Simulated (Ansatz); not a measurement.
**doublet [CH9NSi2]+ at 6 levels**

Aim: a comparison of 6 runs (UHF/3-21G, UHF/cc-pVDZ, U-revPBE/cc-pVDZ, UBHLYP/cc-pVDZ, UBLYP/cc-pVDZ, UPBE/cc-pVDZ) of doublet [CH9NSi2]+. 

The calculation is run with Ansatz 0.2.0.

44 further runs of the same task are left out: 44 set aside as unsound or not needed. Runs told in other sessions of the task aren't counted.

**1. Starting point**

The species is [CH9NSi2]+ (13 atoms), meant as a doublet with charge +1. As SMILES of the parent species, `C[SiH2]N[SiH3]`. The coordinates come from a PBE0-D4/def2-TZVP relaxation. This is one conformer, not always the lowest. That shape belongs to the parent species and isn't relaxed for this state.

Bond lengths: C1–Si2 1.865 Å, Si2–N3 1.730 Å, N3–Si4 1.724 Å, C1–H5 1.094 Å, C1–H6 1.093 Å, C1–H7 1.093 Å, Si2–H8 1.491 Å, Si2–H9 1.487 Å, N3–H10 1.011 Å, Si4–H11 1.485 Å, Si4–H12 1.489 Å, Si4–H13 1.491 Å. Some angles: C1–Si2–N3 112.8°, Si2–N3–Si4 128.4°, C1–Si2–H8 108.4°, C1–Si2–H9 110.4°, N3–Si2–H8 110.2°, N3–Si2–H9 106.2°, Si2–C1–H5 110.6°, Si2–C1–H6 110.9°, Si2–C1–H7 111.0°, Si2–N3–H10 115.9°.

**2. The energy at UHF/3-21G (run 1)**

The input, input.yaml:

```yaml
crystal:
  periodic: [false, false, false]
  atoms:
    - symbol: C
      position_ang: [0.548000, 2.005600, -0.681400]
    - symbol: Si
      position_ang: [-0.416900, 0.418300, -0.851600]
    - symbol: "N"
      position_ang: [0.330700, -0.910900, -0.035400]
    - symbol: Si
      position_ang: [-0.254700, -1.802600, 1.318600]
    - symbol: H
      position_ang: [0.048800, 2.818700, -1.215900]
    - symbol: H
      position_ang: [0.644700, 2.292400, 0.368400]
    - symbol: H
      position_ang: [1.553200, 1.899700, -1.098200]
    - symbol: H
      position_ang: [-0.565400, 0.112100, -2.303700]
    - symbol: H
      position_ang: [-1.769200, 0.566800, -0.250900]
    - symbol: H
      position_ang: [1.189600, -1.253400, -0.443100]
    - symbol: H
      position_ang: [-1.238600, -0.954600, 2.037800]
    - symbol: H
      position_ang: [0.874300, -2.146100, 2.226000]
    - symbol: H
      position_ang: [-0.924100, -3.080700, 0.944100]
basis:
  gaussian: {orbitals: 3-21G.json}
total_charge: 1
magnetization: {spin_polarized: true, initial_magnetization: 1}
hamiltonian: {xc: hf}
accuracy: high
output: {orbitals: {seedname: orbitals}}
```

The basis set 3-21G is read from a file made from the Basis Set Exchange's data (not shown).

Launch:

```bash
$ ansatz run input.yaml --threads 1 --pin off --max-ram 2610MiB --events-out events.jsonl --progress --plain --runs-dir runs
```

The program printed:

```text
Warning: RAYON_NUM_THREADS=1 ignored (pool sized by the plan → 1); use --threads N
Functional definition: HF
  name "HF"
  exchange = exact_x
  correlation = 0
1530 factors; integrals over basis functions are off by at most 1.0e-8 eV
mean field evaluation 1: about -18268.5243 eV, gradient 2.8e1 eV
mean field evaluation 2: about -18268.8850 eV, gradient 2.8e1 eV
mean field evaluation 4: about -18273.6518 eV, gradient 3.8e0 eV
mean field evaluation 8: about -18274.2476 eV, gradient 5.2e-1 eV
mean field evaluation 16: about -18274.2572 eV, gradient 1.8e-8 eV
mean field -18274.25715159 eV, -671.5665635844 hartree, gradient 4.8e-8 eV, S^2 0.764705; 0 other end points of the search recorded, 0 dependent functions left out
reference -18274.25715159 eV, -671.5665635844 hartree; 25, 24 occupied and 37, 38 virtual orbitals, 1530 factors
Total energy: -18274.25715159 eV, -671.5665635844 hartree
```

Wall time 2.1 s (1 thread of Intel Xeon Platinum 8259CL at 2.50GHz (Skylake/Cascade Lake), shared host); peak memory 0.22 GiB.

**3. The energy at UHF/cc-pVDZ (run 2)**

The input, run.yaml:

```yaml
crystal:
  periodic: [false, false, false]
  atoms:
    - {symbol: C, position_ang: [0.548000, 2.005600, -0.681400]}
    - {symbol: Si, position_ang: [-0.416900, 0.418300, -0.851600]}
    - {symbol: "N", position_ang: [0.330700, -0.910900, -0.035400]}
    - {symbol: Si, position_ang: [-0.254700, -1.802600, 1.318600]}
    - {symbol: H, position_ang: [0.048800, 2.818700, -1.215900]}
    - {symbol: H, position_ang: [0.644700, 2.292400, 0.368400]}
    - {symbol: H, position_ang: [1.553200, 1.899700, -1.098200]}
    - {symbol: H, position_ang: [-0.565400, 0.112100, -2.303700]}
    - {symbol: H, position_ang: [-1.769200, 0.566800, -0.250900]}
    - {symbol: H, position_ang: [1.189600, -1.253400, -0.443100]}
    - {symbol: H, position_ang: [-1.238600, -0.954600, 2.037800]}
    - {symbol: H, position_ang: [0.874300, -2.146100, 2.226000]}
    - {symbol: H, position_ang: [-0.924100, -3.080700, 0.944100]}
basis:
  gaussian:
    orbitals: cc-pVDZ
total_charge: 1
magnetization:
  spin_polarized: true
  initial_magnetization: 1
hamiltonian:
  xc: hf
accuracy: high
output: {orbitals: {seedname: orbitals}}
```

Launch:

```bash
$ ansatz run run.yaml --threads 1 --pin off --max-ram 2610MiB --events-out events.jsonl --progress --plain --runs-dir runs
```

The program printed:

```text
Warning: RAYON_NUM_THREADS=1 ignored (pool sized by the plan → 1); use --threads N
[... 4 set-up lines as earlier in the session ...]
2672 factors; integrals over basis functions are off by at most 3.8e-9 eV
mean field evaluation 1: about -18364.8550 eV, gradient 3.3e1 eV
mean field evaluation 2: about -18364.8714 eV, gradient 3.3e1 eV
mean field evaluation 4: about -18371.2830 eV, gradient 4.3e0 eV
mean field evaluation 8: about -18372.0761 eV, gradient 4.7e-1 eV
mean field evaluation 16: about -18372.0813 eV, gradient 1.5e-8 eV
mean field evaluation 32: about -18367.7452 eV, gradient 2.3e1 eV
mean field -18372.08126290 eV, -675.1615333675 hartree, gradient 1.5e-8 eV, S^2 0.764690; 0 other end points of the search recorded, 0 dependent functions left out
reference -18372.08126290 eV, -675.1615333675 hartree; 25, 24 occupied and 84, 85 virtual orbitals, 2672 factors
Total energy: -18372.08126290 eV, -675.1615333675 hartree
```

Run time: 13 s. Hardware: 1 thread of Intel Xeon Platinum 8259CL at 2.50GHz (Skylake/Cascade Lake), shared host; peak memory 0.51 GiB.

Run 3 isn't shown in full; the table further down has it.

**4. The energy at UBHLYP/cc-pVDZ (run 4)**

The input, job.yaml:

```yaml
basis:
  gaussian:
    orbitals: cc-pVDZ
crystal:
  periodic: [false, false, false]
  atoms:
    - {symbol: C, position_ang: [0.548000, 2.005600, -0.681400]}
    - {symbol: Si, position_ang: [-0.416900, 0.418300, -0.851600]}
    - {symbol: "N", position_ang: [0.330700, -0.910900, -0.035400]}
    - {symbol: Si, position_ang: [-0.254700, -1.802600, 1.318600]}
    - {symbol: H, position_ang: [0.048800, 2.818700, -1.215900]}
    - {symbol: H, position_ang: [0.644700, 2.292400, 0.368400]}
    - {symbol: H, position_ang: [1.553200, 1.899700, -1.098200]}
    - {symbol: H, position_ang: [-0.565400, 0.112100, -2.303700]}
    - {symbol: H, position_ang: [-1.769200, 0.566800, -0.250900]}
    - {symbol: H, position_ang: [1.189600, -1.253400, -0.443100]}
    - {symbol: H, position_ang: [-1.238600, -0.954600, 2.037800]}
    - {symbol: H, position_ang: [0.874300, -2.146100, 2.226000]}
    - {symbol: H, position_ang: [-0.924100, -3.080700, 0.944100]}
total_charge: 1
output: {orbitals: {seedname: orbitals}}
magnetization:
  spin_polarized: true
  initial_magnetization: 1
hamiltonian:
  xc: {name: BHLYP}
accuracy: high
```

Launch:

```bash
$ ansatz run job.yaml --threads 1 --pin off --max-ram 2610MiB --events-out events.jsonl --progress --plain --runs-dir runs
```

The program printed:

```text
Warning: RAYON_NUM_THREADS=1 ignored (pool sized by the plan → 1); use --threads N
Functional definition: BHLYP
  name "BHLYP"
  parameter a = 0.5
  exchange = (1 - a)*b88_x + a*exact_x
  correlation = lyp_c
2672 factors; integrals over basis functions are off by at most 3.8e-9 eV
mean field evaluation 1: about -18406.4765 eV, gradient 5.0e1 eV
mean field evaluation 2: about -18399.9968 eV, gradient 6.1e1 eV
mean field evaluation 4: about -18418.9187 eV, gradient 6.5e0 eV
mean field evaluation 8: about -18419.2288 eV, gradient 2.2e-1 eV
mean field evaluation 16: about -18419.2305 eV, gradient 2.5e-4 eV
mean field -18419.23048018 eV, -676.8942351437 hartree, gradient 4.0e-8 eV, S^2 0.762236; 0 other end points of the search recorded, 0 dependent functions left out
reference -18419.23051351 eV, -676.8942363688 hartree; 25, 24 occupied and 84, 85 virtual orbitals, 2672 factors
Total energy: -18419.23051351 eV, -676.8942363688 hartree
```

Run time: 23 s. Hardware: 1 thread of Intel Xeon Platinum 8259CL at 2.50GHz (Skylake/Cascade Lake), shared host; peak memory 0.65 GiB.

Run 5 isn't shown in full; the table further down has it.

**5. A single-point energy at UPBE/cc-pVDZ (run 6)**

The input, molecule.yaml:

```yaml
crystal:
  periodic: [false, false, false]
  atoms:
    - {symbol: C, position_ang: [0.548000, 2.005600, -0.681400]}
    - {symbol: Si, position_ang: [-0.416900, 0.418300, -0.851600]}
    - {symbol: "N", position_ang: [0.330700, -0.910900, -0.035400]}
    - {symbol: Si, position_ang: [-0.254700, -1.802600, 1.318600]}
    - {symbol: H, position_ang: [0.048800, 2.818700, -1.215900]}
    - {symbol: H, position_ang: [0.644700, 2.292400, 0.368400]}
    - {symbol: H, position_ang: [1.553200, 1.899700, -1.098200]}
    - {symbol: H, position_ang: [-0.565400, 0.112100, -2.303700]}
    - {symbol: H, position_ang: [-1.769200, 0.566800, -0.250900]}
    - {symbol: H, position_ang: [1.189600, -1.253400, -0.443100]}
    - {symbol: H, position_ang: [-1.238600, -0.954600, 2.037800]}
    - {symbol: H, position_ang: [0.874300, -2.146100, 2.226000]}
    - {symbol: H, position_ang: [-0.924100, -3.080700, 0.944100]}
basis:
  gaussian: {orbitals: cc-pVDZ}
total_charge: 1
output: {orbitals: {seedname: orbitals}}
hamiltonian: {xc: pbe}
magnetization: {spin_polarized: true, initial_magnetization: 1}
accuracy: high
```

Launch:

```bash
$ ansatz run molecule.yaml --threads 1 --pin off --max-ram 2610MiB --events-out events.jsonl --progress --plain --runs-dir runs
```

The program printed:

```text
Warning: RAYON_NUM_THREADS=1 ignored (pool sized by the plan → 1); use --threads N
Functional definition: PBE
  name "PBE"
  parameter kappa = 0.804
  parameter beta = 0.06672455060314922
  exchange = pbe_x(kappa = kappa, mu = beta*pi^2/3)
  correlation = pbe_c(beta = beta)
2672 factors; integrals over basis functions are off by at most 3.8e-9 eV
mean field evaluation 1: about -18384.2264 eV, gradient 7.1e1 eV
mean field evaluation 2: about -18270.1408 eV, gradient 1.4e2 eV
mean field evaluation 4: about -18405.7043 eV, gradient 2.1e1 eV
mean field evaluation 8: about -18408.9962 eV, gradient 1.0e0 eV
mean field evaluation 16: about -18408.9973 eV, gradient 3.9e-4 eV
mean field evaluation 32: about -18407.6010 eV, gradient 2.5e0 eV
mean field -18408.99734159 eV, -676.5181742368 hartree, gradient 3.2e-8 eV, S^2 0.753496; 3 other end points of the search recorded, 0 dependent functions left out
reference -18408.99734586 eV, -676.5181743938 hartree; 25, 24 occupied and 84, 85 virtual orbitals, 2672 factors
Total energy: -18408.99734586 eV, -676.5181743938 hartree
```

Wall time 20 s (1 thread of Intel Xeon Platinum 8259CL at 2.50GHz (Skylake/Cascade Lake), shared host); peak memory 0.47 GiB.

**6. Overview of the runs**

```csv
run,level,energy (Eh),HOMO energy (eV),LUMO energy (eV),⟨S²⟩,wall time
1,UHF/3-21G,-671.566564,-17.14,-6.29,0.765,2.1 s
2,UHF/cc-pVDZ,-675.161533,-17.08,-6.39,0.765,13 s
3,U-revPBE/cc-pVDZ,-676.806876,-12.52,-11.59,0.754,20 s
4,UBHLYP/cc-pVDZ,-676.894236,-15.17,-9.97,0.762,23 s
5,UBLYP/cc-pVDZ,-676.889825,-12.40,-11.50,0.754,21 s
6,UPBE/cc-pVDZ,-676.518174,-12.52,-11.62,0.753,20 s
```

**7. Outcome**

| quantity | value |
| --- | --- |
| run 6: total energy | -676.51817 Eh |
| run 6: HOMO energy (highest over α and β) | -12.52 eV |
| run 6: LUMO energy (lowest over α and β) | -11.62 eV |
| run 6: ⟨S²⟩ | 0.753 |

Totals of different functionals can't be ranked against each other. All runs together took 99 s, the longest 23 s.
